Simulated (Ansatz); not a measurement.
# SnO2: the cost of one run

Method: DFT LDA, scalar-relativistic, plane waves, PAW, in Ansatz 0.2.0.

## 1. Starting point

The structure is trigonal, space group R-3m (No. 166). Conventional cell: a = 3.234 Å, b = 3.234 Å, c = 14.402 Å, α = 90.00°, β = 90.00°, γ = 120.00°. Sn (site symmetry -3m) has 6 O at 2.13 Å as nearest neighbours. O (site symmetry 3m) is surrounded by 3 Sn at 2.13 Å.

Coordinates:

```xyz
3
Lattice="1.6171 0.9336 4.8006 -1.6171 0.9336 4.8006 0.0000 -1.8673 4.8006" Properties=species:S:1:pos:R:3 pbc="T T T"
Sn    0.0000    0.0000    7.2009
O     0.0000    0.0000    3.4157
O     0.0000    0.0000   10.9861
```

It goes back to an entry of the Materials Project, which need not be the stable form.

The cell is taken as given, not relaxed at this level.

## 2. Zero of energy

Reference values: F = -6989.4754 eV; pressure -9.14 GPa; largest force 0.676 eV/Å; gap on the mesh 1.77 eV. It was computed beforehand with the settings of the runs below.

## 3. Setting up a strain scan

The cell is strained by ε times the Voigt pattern (0, 0, 1, 0, 0, 0) (xx, yy, zz, yz, xz, xy; engineering shear), with fractional coordinates fixed (clamped ions). The stress on the pattern is the sum of the stress components weighted by it, tension positive.

## 4. At ε = -0.0600

The input, input.yaml:

```yaml
crystal:
  lattice:
    - [1.6170930752, 0.9336291223, 4.512557029]
    - [-1.6170930752, 0.9336291223, 4.512557029]
    - [0.0, -1.8672582446, 4.512557029]
  atoms:
    - { symbol: Sn, position: [0.5, 0.5, 0.5] }
    - { symbol: O, position: [0.23717, 0.23717, 0.23717] }
    - { symbol: O, position: [0.76283, 0.76283, 0.76283] }
basis:
  ecutwfc: 420
kpoints:
  mp_grid: { grid: [12, 12, 12] }
hamiltonian:
  xc: lda
scf:
  occupations: { method: gaussian, width: 0.05 }
output:
  forces: true
  stress: true
  eigenvalues: true
  write_density: true
  write_potential: true
  elf: true
  volumetric_format: npy
```

Started as:

```
$ ansatz run input.yaml --threads 1 --pin off --max-ram 2560MiB --backend cpu --events-out ev --progress --plain --runs-dir out
```

What time and memory should one allow on 1 thread of Intel Xeon at 2.50GHz (Skylake/Cascade Lake), shared host?

About 20 s, with a peak of 0.4 GiB.
